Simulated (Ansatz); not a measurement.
Task: an SCF with some post-processing of Li3Pt, space group Fm-3m, with the Python package of Ansatz (0.2.0). Give the script and its output. Settings: PBEsol, PAW, cutoff 510 eV, 7×7×7 k-points, Methfessel-Paxton smearing of 0.1 eV.

```yaml
crystal:
  lattice:
    - [0.00000, 3.00741, 3.00741]
    - [3.00741, 0.00000, 3.00741]
    - [3.00741, 3.00741, 0.00000]
  atoms:
    - { symbol: Li, position: [0.25000, 0.25000, 0.25000] }
    - { symbol: Li, position: [0.75000, 0.75000, 0.75000] }
    - { symbol: Li, position: [0.50000, 0.50000, 0.50000] }
    - { symbol: Pt, position: [0.00000, 0.00000, 0.00000] }
```

`survey_li3pt.py`:
```python
# -*- coding: utf-8 -*-
from collections import Counter
from pathlib import Path

import ansatz as az
import numpy as np
from pymatgen.core import Structure
from scipy.ndimage import map_coordinates

vectors = np.array([
    [0.0, 3.007406, 3.007406],
    [3.007406, 0.0, 3.007406],
    [3.007406, 3.007406, 0.0],
])
li3pt = (
    az.Lattice.of(vectors)
    .atom("Li", (0.25, 0.25, 0.25))
    .atom("Li", (0.75, 0.75, 0.75))
    .atom("Li", (0.5, 0.5, 0.5))
    .atom("Pt", (0.0, 0.0, 0.0))
)

model = li3pt.calculation()
model = model.functional("pbesol")
model = model.basis(510)
model = model.kpoints(7, 7, 7)
model = model.occupations(az.OccupationsMethod.METHFESSEL_PAXTON)
model = model.density_of_states(energy_step=0.05, method="smearing", broadening_width=0.15, projected=True)
model = model.band_table()
model = model.density()
model = model.electron_localization_function()
model = model.output_files(volumetric_format="npy")
res = model.run()
r = res.report

energy = r["free_energy_ev"]
print("Li3Pt: {:.6f} eV = {:.6f} Ry = {:.6f} Ha".format(energy, energy / 13.605693, energy / 27.211386))
print("Fermi level {:.4f} eV, {} k-points, {} symmetry operations".format(r["fermi_energy_ev"], r["n_kpoints"], r["n_symmetry_ops"]))

dos = res.density_of_states()
energy = np.asarray(dos.energies_ev) - dos.fermi_ev
window = (energy > -10) & (energy < 3)
for index, site in enumerate(res.projected_density_of_states().sites):
    for shell in site.shells:
        if shell.l == 2:
            g = sum(np.sum(part.g_bin_mean_per_ev, axis=0) for part in shell.curves)[window]
            if g.sum() > 1e-6:
                centre = (g * energy[window]).sum() / g.sum()
                width = np.sqrt((g * (energy[window] - centre) ** 2).sum() / g.sum())
                print(f"site {index} {site.species} {shell.label}: centre {centre:.3f} eV, rms width {width:.3f} eV")

table = np.array(r["eigenvalues_ev"]) - r["fermi_energy_ev"]
filling = np.array(r["occupations"])
weights = np.tile(r["kweights"], len(table) // len(r["kweights"]))
print("band   lowest  highest (eV from E_F)  electrons")
for band in range(table.shape[1]):
    if table[:, band].max() > -8:
        print(f"{band + 1:4d} {table[:, band].min():8.3f} {table[:, band].max():8.3f} {weights @ filling[:, band]:18.4f}")
print("electrons counted from the table:", round(float(weights @ filling.sum(axis=1)), 5))

final = Structure(res.lattice.cell_ang, [s.symbol for s in res.lattice.sites], [s.position_frac for s in res.lattice.sites])
for index, site in enumerate(final):
    near = final.get_neighbors(site, 4.5)
    edge = 1.15 * min(n.nn_distance for n in near)
    shell = Counter((round(n.nn_distance, 2), n.specie.symbol) for n in near if n.nn_distance < edge)
    print(f"{index:2d} {site.specie.symbol:2s}", ", ".join(f"{count} {symbol} at {d:.2f}" for (d, symbol), count in sorted(shell.items())))

folder = Path(res.write_results("elf"))
elf = np.load(folder / "elf.npy")
peak = np.unravel_index(elf.argmax(), elf.shape)
print(f"largest ELF {elf.max():.3f} at grid fractions", np.round(np.array(peak) / elf.shape, 3))
for level in (0.2, 0.5, 0.7, 0.8, 0.9):
    print(f"share of the cell with ELF over {level}: {np.mean(elf > level):.3f}")

rho = res.density()
total = sum(channel.density_e_per_ang3 for channel in rho.channels[:2])
grid_cell = np.asarray(rho.fft_grid_basis) @ res.lattice.cell_ang
partner = min(final.get_neighbors(final[0], 5.0), key=lambda n: n.nn_distance)
line = np.linspace(final[0].coords, partner.coords, 9)
points = (line @ np.linalg.inv(grid_cell)) * rho.dims
values = map_coordinates(total, points.T, order=3, mode="grid-wrap")
print(f"from {final[0].specie} to {partner.specie}, {partner.nn_distance:.3f} A")
for t, value in zip(np.linspace(0, partner.nn_distance, 9), values):
    print(f"{t:7.3f} A  {value:9.4f} e/A^3")
```

```console
$ python survey_li3pt.py
Li3Pt: -12994.225622 eV = -955.057976 Ry = -477.528988 Ha
Fermi level 7.8297 eV, 20 k-points, 48 symmetry operations
site 3 Pt 5D: centre -2.298 eV, rms width 0.795 eV
band   lowest  highest (eV from E_F)  electrons
   8   -5.595   -3.382             2.0000
   9   -2.939   -2.688             2.0000
  10   -2.836   -2.067             2.0000
  11   -2.836   -2.003             2.0000
  12   -2.425   -1.951             2.0000
  13   -2.194   -1.836             2.0000
  14   -1.067    4.898             1.0014
  15    0.193    4.898            -0.0014
  16    0.736    5.907            -0.0000
  17    5.656    7.593             0.0000
  18    6.033    8.774             0.0000
electrons counted from the table: 27.0
 0 Li 4 Li at 2.60, 4 Pt at 2.60
 1 Li 4 Li at 2.60, 4 Pt at 2.60
 2 Li 8 Li at 2.60
 3 Pt 8 Li at 2.60
largest ELF 0.998 at grid fractions [0.5 0.5 0.5]
share of the cell with ELF over 0.2: 0.707
share of the cell with ELF over 0.5: 0.068
share of the cell with ELF over 0.7: 0.021
share of the cell with ELF over 0.8: 0.018
share of the cell with ELF over 0.9: 0.013
from Li to Li, 2.604 A
  0.000 A     9.4664 e/A^3
  0.326 A     3.9771 e/A^3
  0.651 A     0.1889 e/A^3
  0.977 A     0.0686 e/A^3
  1.302 A     0.0664 e/A^3
  1.628 A     0.0643 e/A^3
  1.953 A     0.1838 e/A^3
  2.279 A     3.9706 e/A^3
  2.604 A     9.4500 e/A^3
```

Caveats:
- Total energies depend on the potentials; only differences at equal settings carry meaning. A total without «per atom» is that of the cell as typed.
- No spin polarisation was allowed.
- The mesh is modest for a metal, so energies can be off by several to tens of meV an atom and pressures by half a GPa or more; differences at equal mesh fare better.
- Only differences from the Fermi energy are physical; the zero of the scale is a convention.
- Projections exist only for the shells that the potentials hold, some of them semicore, and samples at single energies can miss narrow peaks.
- Densities and potentials on the grid are those of the valence electrons, and inside the cores they hang on the potentials used.
- This cell is a computed structure, which may not be the phase found in nature.
- Levels are Kohn-Sham eigenvalues on this mesh, without spin-orbit coupling.
- The computed bands are complete only to about 6.0 eV above the Fermi level; beyond that the density of states is undercounted.
- A band centre counts only the states inside the window taken.
- It ran for 2 s on 1 thread of Arm Neoverse V2, with other jobs on the host, peak memory 0.42 GiB.

(A comment or docstring line of the script was reworded after the run, the code is as it ran; lines on the test bed's own set-up are left out of the output.)
